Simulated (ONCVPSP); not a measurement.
**An ONCV potential for Sr, from input to tests**

Aim: build the potential from the settings below, then test how well it stands in for the atom: other configurations, scattering, ghost states and the plane-wave cutoff that it needs.

Program: ONCVPSP 4.0.1. Reference atom: PBE, fully relativistic, spherical and spin-unpolarised. All values are calculated.

### 1 The atom and the settings

Typed settings, in words:

```
element                 : strontium (Sr, Z = 38)
type                    : optimised norm-conserving Vanderbilt (ONCV)
frozen core             : [Ar] 3d10
valence charge          : 10
reference configuration : 4s2 4p6 4d0.5 5s1.5
partial waves           : 4s+5s: rc 2.15 bohr, ncon 4, nbas 7, qcut 5.3 1/bohr, 2 projectors; 4p: rc 1.85 bohr, ncon 4, nbas 8, qcut 7.5 1/bohr, 2 projectors, debl 3.4 Ha; 4d: rc 3.45 bohr, ncon 3, nbas 7, qcut 3.7 1/bohr, 1 projector
local potential         : polynomial inside 1.65 bohr (lpopt 5, dvloc0 0 Ha)
core correction         : polynomial model core, fcfact 0.25
```

The nodes and maxima of the atom's own shells, from an earlier all-electron run, set the scale for the radii.

All-electron outer shells of the reference configuration (PBE, scalar-relativistic, ld1.x):

```csv
shell,level (eV),outermost node (bohr),outermost maximum (bohr)
3d,-127.41,–,0.38
4s,-40.31,0.59,1.19
4p,-22.28,0.61,1.33
5s,-3.37,1.65,3.76
5p,-1.22,1.97,5.01
4d,-1.04,0.65,2.17
```

### 2 Generating the potential

Sr.dat reads:

```
# ATOM AND REFERENCE CONFIGURATION
# atsym  z   nc   nv     iexc    psfile
  Sr 38.00    6    4        4      upf
#
#   n    l    f
    1    0    2.00
    2    0    2.00
    2    1    6.00
    3    0    2.00
    3    1    6.00
    3    2   10.00
    4    0    2.00
    4    1    6.00
    4    2    0.50
    5    0    1.50
#
# PSEUDOPOTENTIAL AND OPTIMIZATION
# lmax
    2
#
#   l,   rc,      ep,       ncon, nbas, qcut
    0    2.15    0.00    4    7    5.30
    1    1.85    0.00    4    8    7.50
    2    3.45    0.00    3    7    3.70
#
# LOCAL POTENTIAL
# lloc, lpopt,  rc(5),   dvloc0
    4    5    1.65    0.00
#
# VANDERBILT-KLEINMAN-BYLANDER PROJECTORs
# l, nproj, debl
    0    2    3.40
    1    2    3.40
    2    1    2.90
#
# MODEL CORE CHARGE
# icmod, fcfact, rcfact
    1    0.25    0.00
#
# LOG DERIVATIVE ANALYSIS
# epsh1, epsh2, depsh
   -3.00    5.00    0.02
#
# OUTPUT GRID
# rlmax, drl
    6.00    0.01
#
# TEST CONFIGURATIONS
# ncnf
    4
# nvcnf
#   n    l    f
    4
    4    0    2.00
    4    1    6.00
    4    2    0.00
    5    0    2.00
#
    4
    4    0    2.00
    4    1    6.00
    4    2    0.00
    5    0    1.00
#
    4
    4    0    2.00
    4    1    6.00
    4    2    0.00
    5    0    0.00
#
    5
    4    0    2.00
    4    1    6.00
    4    2    0.00
    5    0    1.00
    5    1    1.00
#
```

The run is started by

```console
$ oncvpspr.x < Sr.dat > Sr.out
```

Before running it: what results should come out? Wanted: cutoffs for 1 and 0.1 mHa per electron, occupied waves; bound ghosts; GHOST(+) flags; largest test error; largest phase difference near zero energy, channels read; rms error of d²Exc/dn², without and with the model core.

**Answer**, as computed:

| quantity | value |
| --- | --- |
| cutoffs for 1 and 0.1 mHa per electron, occupied waves | 16 Ha and 21 Ha |
| bound ghosts | d3/2 at -2836.03 eV |
| GHOST(+) flags | none at low energy (1 near or above the test basis's cutoff) |
| largest test error (AE − PS) | +8.1 meV, for 4s2 4p6 4d0 5s1 (1 test unsolved) |
| largest phase difference near zero energy, channels read | 0.027 rad |
| rms error of d²Exc/dn², without and with the model core | 5.43 and 2.82 mHa |

It has a bound ghost (d3/2), a state that the atom doesn't have, and that rules the file out. By total energies transferability is good where solved: the largest error is 8.1 meV on 4.7 eV, for 4s2 4p6 4d0 5s1. Atomic tests can pass in spite of a ghost, since they solve only for the levels asked. Of the tests 1 gave no usable energy difference, which is a warning in itself. The potential is soft on the atom at that tolerance: the looser tolerance needs 16 Ha. At the looser tolerance the 4p wave is the slowest; 4s needs 10 Ha. Near zero energy the phases of the channels with partial waves agree within 0.027 rad. These are tests on the free atom; a crystal test is still owed.
